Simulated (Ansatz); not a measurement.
**C₂H₆GeO₂: up Jacob's ladder to CCSD(T)**

How much do the methods differ for C₂H₆GeO₂? The plan is to run it at one geometry with functionals of several rungs and with coupled cluster, and see how far each lands from CCSD(T) at the basis-set limit for the atomisation energy.

Computed with Ansatz 0.2.0, Gaussian basis. Level: functionals in def2-TZVPP, the program's frozen cores in correlated methods.

Levels to be run: PBE-D4, r2SCAN-D4, PBE0-D4, B3LYP-D4, ωB97X-V, ωB97M-V, B2PLYP; CCSD(T)/def2-TZVPP; MP2/def2-QZVPP; extrapolation to the limit.

## Step 1: Structure used throughout

An earlier PBE0-D4 in a triple-zeta def2 set relaxation fixed the geometry.

11 atoms, charge 0, spin multiplicity 1.

Atoms are counted from 1 here; the program's logs count them from 0.

Bond lengths: Ge1–O2 1.790 Å, Ge1–H6 1.528 Å, Ge1–H7 1.538 Å, Ge1–H8 1.539 Å, O2–C3 1.369 Å, C3–C4 1.462 Å, C3–O5 1.391 Å, C3–H9 1.093 Å, C4–O5 1.429 Å, C4–H10 1.087 Å, C4–H11 1.087 Å. Angles: O2–Ge1–H6 104.0°, O2–Ge1–H7 108.5°, O2–Ge1–H8 108.7°, H6–Ge1–H7 112.6°, H6–Ge1–H8 112.3°, H7–Ge1–H8 110.4°, Ge1–O2–C3 118.6°, O2–C3–C4 121.2°, O2–C3–O5 115.0°, O2–C3–H9 114.3°, C4–C3–O5 60.1°, C4–C3–H9 119.9°, O5–C3–H9 114.4°, C3–C4–O5 57.5°, C3–C4–H10 118.0°, C3–C4–H11 121.1°, O5–C4–H10 114.6°, O5–C4–H11 115.4° and more.

## Step 2: PBE-D4 (GGA)

Contents of in.yaml:

```yaml
crystal:
  periodic: [false, false, false]
  atoms:
    - {symbol: Ge, position_ang: [-1.672766, 0.416407, 0.673760]}
    - {symbol: O, position_ang: [0.098319, 0.588899, 0.866934]}
    - {symbol: C, position_ang: [0.914708, -0.344019, 0.285716]}
    - {symbol: C, position_ang: [1.355820, -0.206241, -1.101741]}
    - {symbol: O, position_ang: [2.204580, 0.095218, 0.008084]}
    - {symbol: H, position_ang: [-2.247200, 1.583625, 1.476206]}
    - {symbol: H, position_ang: [-2.011915, 0.505301, -0.824222]}
    - {symbol: H, position_ang: [-2.100892, -0.949088, 1.240044]}
    - {symbol: H, position_ang: [0.863310, -1.334179, 0.744653]}
    - {symbol: H, position_ang: [1.016928, 0.662043, -1.660859]}
    - {symbol: H, position_ang: [1.644606, -1.075168, -1.687874]}
basis:
  gaussian: {orbitals: def2-TZVPP}
hamiltonian: {xc: pbe, dispersion: d4}
output: {forces: true, orbitals: {seedname: orbitals}}
```

The run is started by

```
ansatz run in.yaml --threads 4 --pin off --events-out ev --progress --plain --max-ram 10444MiB
```

After this run come: r2SCAN-D4 (meta-GGA); PBE0-D4 (hybrid); B3LYP-D4 (hybrid); ωB97X-V (range-separated); ωB97M-V (range-separated); B2PLYP (double hybrid); CCSD(T) in def2-TZVPP; MP2 in def2-QZVPP.

**Question.** What will the summary of the whole plan be? Wanted: atomisation energy, CCSD(T)/CBS; farthest; mean size of error, hybrid; mean size of error, range-separated; gap, smallest and largest; T1 diagnostic; triples share of the correlation energy.

The runs gave:

| quantity | value |
| --- | --- |
| atomisation energy, CCSD(T)/CBS | 945.4 kcal/mol |
| functionals within 9.5 kcal/mol (1.0 %) | r2SCAN-D4, PBE0-D4, B3LYP-D4, ωB97X-V, ωB97M-V |
| farthest | PBE-D4 (+22.3 kcal/mol) |
| mean size of error, hybrid | 3.8 kcal/mol |
| mean size of error, range-separated | 2.7 kcal/mol |
| gap, smallest and largest | 5.59 eV (PBE-D4), 12.40 eV (ωB97X-V) |
| T1 diagnostic | 0.0124 |
| triples share of the correlation energy | 3.8 % |

**Reading.** PBE-D4 misses by +22.3 kcal/mol. Double hybrids carry the basis error of their MP2 part in triple zeta, and no dispersion term here, so their miss is partly the set-up's. The reference freezes the cores and leaves out relativity and excitations past (T), and its outer-core shells are covered unevenly, so misses under about 9.5 kcal/mol can't be ranked. Hartree-Fock recovers 69 % of the binding; the rest is correlation. The gap grows from 5.6 to 12.4 eV across the functionals, mostly with the share of exact exchange. Correlated methods include outer-core shells of Ge, which these sets cover unevenly.
